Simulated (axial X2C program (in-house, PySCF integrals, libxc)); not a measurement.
# A two-component session on TaTe⁺: properties at the nuclei

Aim: properties at the nuclei of TaTe⁺, with spin–orbit coupling in the Hamiltonian from the start.

The runs use an in-house X2C program for linear molecules on PySCF integrals; two-component X2C with atomic mean-field terms, Ta dyall-cv3z, Te dyall-cv3z.

All values are calculated.

### Step 1. Set-up

The input, task.json:

```json
{"zs": [73, 52], "q": 1, "bas": ["dyall-cv3z", "dyall-cv3z"], "r0": 2.54, "levels": ["PBE0", "HF", "BP86", "PBE", "LDA"], "nst": 2}
```

Keys: zs atomic numbers; q charge; bas basis sets; r0 starting distance in Å; levels methods (HF also brings MP2); nst determinants followed.

Command:

```console
> python soeom.py task.json out
```

Further steps of the session: Expectation values, lowest determinant; Expectation values, a higher determinant.

Q: Predict the outcome of this session. Wanted: lowest determinant; Eeff magnitude; Ws magnitude Ta; A∥/gI Ta; qzz Ta; higher determinant (for each run or level that gives them).

The runs gave:

| quantity | value |
| --- | --- |
| lowest determinant | Ω = 1 (excess of +ω over −ω: ω = -1/2, ω = 3/2) |
| Eeff magnitude (GV/cm), PBE0 | 12.8 |
| Ws magnitude Ta (kHz), PBE0 | 10.2 |
| A∥/gI Ta (MHz), PBE0 | -3750 |
| qzz Ta (a.u.), PBE0 | -2.51 |
| higher determinant | Ω = 3 (excess of +ω over −ω: ω = 1/2, ω = 5/2) |
| Eeff magnitude (GV/cm), PBE0, higher determinant | 12 |
| Ws magnitude Ta (kHz), PBE0, higher determinant | 3.33 |
| A∥/gI Ta (MHz), PBE0, higher determinant | 1950 |
| qzz Ta (a.u.), PBE0, higher determinant | -2.91 |

What this shows: In the first state, the effective field runs from 1.76 to 16.8 GV/cm over the mean-field levels, so the levels don't agree on it. The expectation values come from single determinants, which for open shells can mix terms of unlike spin or miss the lowest Ω, so a determinant need not be a state. Eeff is the effective electric field on the electron dipole moment in this Ω state and Ws the scalar–pseudoscalar constant (defined with the proton number Z and per Ω); A∥ is the parallel hyperfine constant, which follows by multiplying with the nuclear g factor gI = μI/(I μN); qzz is the electric field gradient, eQq0 = 234.96 MHz × Q/barn × qzz. The operators were transformed with the bare-nucleus X2C matrices.
